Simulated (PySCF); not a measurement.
# PrH3: spin, charge, geometry and surroundings

One physical setting of the base script is moved in each run, with the edits that it forces.

The runs use PySCF 2.14.0; each script names its method and basis.

8 further runs of the same task are left out: 8 that didn't finish.

### 1 Where the work starts

PrH3: 4 atoms, charge 0, spin multiplicity 1.

Bond lengths: Pr1–H2 2.025 Å, Pr1–H3 2.032 Å, Pr1–H4 2.032 Å. Angles: H2–Pr1–H3 107.7°, H2–Pr1–H4 107.7°, H3–Pr1–H4 110.2°.

### 2 The run that the others are compared with

Input file input.py:

```python
from pyscf import gto, scf, mp

mol = gto.M(
    atom='Pr 0.0003 0 -0.0152; H 1.8981 -0.0003 0.6898; H -0.9209 1.6673 0.6927; H -0.9214 -1.667 0.6927',
    basis='cc-pvdz-dk',
    charge=0,
    spin=0,
    symmetry=True,
    verbose=4,
)
mf = scf.RHF(mol)
mf = mf.sfx2c1e()
mf.level_shift = 0.3
mf = mf.newton()
mf.kernel()
mp.MP2(mf, frozen=18).kernel()
mf.dip_moment()
print('orbital energies (hartree):', mf.mo_energy[..., max(0, mol.nelec[1]-3):mol.nelec[0]+3].round(4))
```

Started as:

```
$ OMP_NUM_THREADS=1 python input.py
```

### 3 Coordinates × 1.5

Edit 1 changes geometry: coordinates × 1 → coordinates × 1.5.

Edit input.py of step 2 so:

```diff
@@ -3,3 +3,3 @@
 mol = gto.M(
-    atom='Pr 0.0003 0 -0.0152; H 1.8981 -0.0003 0.6898; H -0.9209 1.6673 0.6927; H -0.9214 -1.667 0.6927',
+    atom='Pr 0.0004 0 -0.0228; H 2.8472 -0.0004 1.0347; H -1.3814 2.501 1.0391; H -1.3821 -2.5005 1.0391',
     basis='cc-pvdz-dk',
```

### 4 Coordinates × 1.12

Edit 2 changes geometry: coordinates × 1 → coordinates × 1.12.

Edit input.py of step 2 so:

```diff
@@ -3,3 +3,3 @@
 mol = gto.M(
-    atom='Pr 0.0003 0 -0.0152; H 1.8981 -0.0003 0.6898; H -0.9209 1.6673 0.6927; H -0.9214 -1.667 0.6927',
+    atom='Pr 0.0003 0 -0.017; H 2.1259 -0.0003 0.7726; H -1.0314 1.8674 0.7758; H -1.032 -1.867 0.7758',
     basis='cc-pvdz-dk',
```

Before running it: what results should come out? Wanted: for each run, E(SCF); from base; gap; SCF dipole; after the SCF.

As calculated:

```tsv
run	E(SCF) (hartree)	from base (eV)	cycles	gap (eV)	SCF dipole (D)	after the SCF
base	-9234.721202	0	6 macro	9.66	5.68	MP2 correlation -20.062 eV, core frozen
coordinates × 1.5	-9234.544465	+4.8093	8 macro	6.95	8.13	MP2 correlation -19.511 eV, core frozen
coordinates × 1.12	-9234.712226	+0.2442	7 macro	9.08	6.40	MP2 correlation -19.722 eV, core frozen
```

In words: The largest comparable shift of the SCF energy, +4.809 eV, comes with the run “coordinates × 1.5”. With coordinates × 1.5 the frontier gap moves by over 1.5 eV, which can mean another electronic state rather than the bond length alone.
